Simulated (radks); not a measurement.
# Nuclear size and the levels of Ni

An exercise on one series of results from a longer session: the logs are not shown, and one member is left open.

Method: Dirac Kohn-Sham, BLYP, spin-unpolarised, spherical densities, finite nucleus; open shells fill j = l - 1/2 first. Code: radks (a radial shooting solver on a logarithmic mesh, Libxc functionals) version 1.

**Starting point**

| Item | Value |
| --- | --- |
| element | nickel (Z = 28) |
| charge | 0 |
| electrons | 28 |
| configuration | [Ar] 3d8 4s2 |
| nuclear rms radius | 3.7757 fm |

Set-up of the first run:

Input:

```text
Z 28
configuration [Ar] 3d8 4s2 4p0 5s0
relativity Dirac
functional b88,lyp
spin unpolarised
j_filling energy
nucleus finite rms 3.7757 fm
c 137.035999084
```

Among the steps run: rms radius 3.7757 fm.

One table of the session follows, with a row left open; its other results are not shown here.

It belongs to the step «rms radius 3.7757 fm». Radial moments (bohr):

```
level     <r>  outermost maximum (interpolated)  90 % within  nodes
3s1/2  0.7400                             0.639         1.11      2
3p1/2  0.7717                             0.641         1.19      1
3p3/2  0.7819                             0.649         1.21      1
3d3/2   1.008                             0.627         1.78      0
3d5/2       ?                                 ?            ?      ?
4s1/2   2.807                              2.22         4.34      3
4p1/2   4.417                              3.18         7.21      2
4p3/2   4.495                              3.24         7.34      2
```

**Question.** Estimate the row for 3d5/2.

As computed: <r>: 1.016; outermost maximum (interpolated): 0.630; 90 % within: 1.80; nodes: 0. In the column «<r>» it lies between 3d3/2 (1.008) and 4s1/2 (2.807).
